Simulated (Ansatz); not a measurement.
# C2H5BS: how energies converge with the basis set

How large a basis does C2H5BS need? Two functionals are run in growing sets.

The runs use Ansatz 0.2.0, Gaussian basis; one geometry, several basis sets.

The runs, in order: PBE0-D4/def2-SVP; ωB97M-V/def2-SVP; PBE0-D4/def2-QZVPP; ωB97M-V/def2-QZVPP; the functionals' def2-TZVPP values are taken from earlier runs.

## (1) The relaxed structure

All runs share one geometry, relaxed beforehand with PBE0-D4 in a triple-zeta def2 set.

9 atoms, charge 0, spin multiplicity 1.

Atoms are counted from 1 here; the program's logs count them from 0.

Bond lengths: S1–C2 1.774 Å, S1–B3 1.967 Å, S1–H5 1.361 Å, C2–B3 1.543 Å, C2–C4 1.505 Å, C2–H6 1.080 Å, B3–C4 1.562 Å, B3–H7 1.185 Å, C4–H8 1.091 Å, C4–H9 1.089 Å. Angles: C2–S1–B3 48.4°, C2–S1–H5 102.4°, B3–S1–H5 106.5°, S1–C2–B3 72.4°, S1–C2–C4 103.2°, S1–C2–H6 120.5°, B3–C2–C4 61.7°, B3–C2–H6 145.4°, C4–C2–H6 132.7°, S1–B3–C2 59.3°, S1–B3–C4 93.0°, S1–B3–H7 121.5°, C2–B3–C4 58.0°, C2–B3–H7 142.6°, C4–B3–H7 145.1°, C2–C4–B3 60.4°, C2–C4–H8 118.6°, C2–C4–H9 114.0° and more.

Coordinates:

```
S     0.04130    0.41438   -1.62498
C     0.30189    0.79006    0.08959
B     0.77840   -0.65745   -0.14921
C    -0.41718   -0.32459    0.79993
H    -1.29261    0.14838   -1.66593
H     0.59468    1.78364    0.39468
H     1.75256   -1.31649   -0.29025
H    -1.46728   -0.50292    0.56308
H    -0.20326   -0.38132    1.86599
```

## (2) PBE0-D4 in def2-SVP

in.yaml

```yaml
crystal:
  periodic: [false, false, false]
  atoms:
    - {symbol: S, position_ang: [0.041301, 0.414377, -1.624978]}
    - {symbol: C, position_ang: [0.301888, 0.790064, 0.089592]}
    - {symbol: B, position_ang: [0.778402, -0.657447, -0.149210]}
    - {symbol: C, position_ang: [-0.417178, -0.324593, 0.799927]}
    - {symbol: H, position_ang: [-1.292613, 0.148375, -1.665935]}
    - {symbol: H, position_ang: [0.594682, 1.783642, 0.394680]}
    - {symbol: H, position_ang: [1.752556, -1.316486, -0.290250]}
    - {symbol: H, position_ang: [-1.467276, -0.502915, 0.563080]}
    - {symbol: H, position_ang: [-0.203262, -0.381318, 1.865994]}
basis:
  gaussian: {orbitals: def2-SVP}
hamiltonian: {xc: pbe0, dispersion: d4}
output: {orbitals: {seedname: orbitals}}
```

Started as:

```
$ ansatz run in.yaml --threads 2 --pin off --events-out ev --progress --plain --max-ram 4352MiB
```

After this run come: ωB97M-V in def2-SVP; PBE0-D4 in def2-QZVPP; ωB97M-V in def2-QZVPP.

Before running them: what should the planned runs give, taken together? Wanted: PBE0-D4: double and triple zeta above quadruple; ωB97M-V: double and triple zeta above quadruple.

As calculated:

| quantity | value |
| --- | --- |
| PBE0-D4: double and triple zeta above quadruple | 7.34, 0.50 eV |
| ωB97M-V: double and triple zeta above quadruple | 7.44, 0.46 eV |

In words: For PBE0-D4 the step from double to triple zeta gains 6.84 eV and the next only 0.50 eV. Total energies overstate the basis error of differences, where much of it tends to cancel. The LUMO of ωB97M-V is positive and keeps falling with the basis (2.55 to 1.60 eV): an unbound level that the basis holds in place.
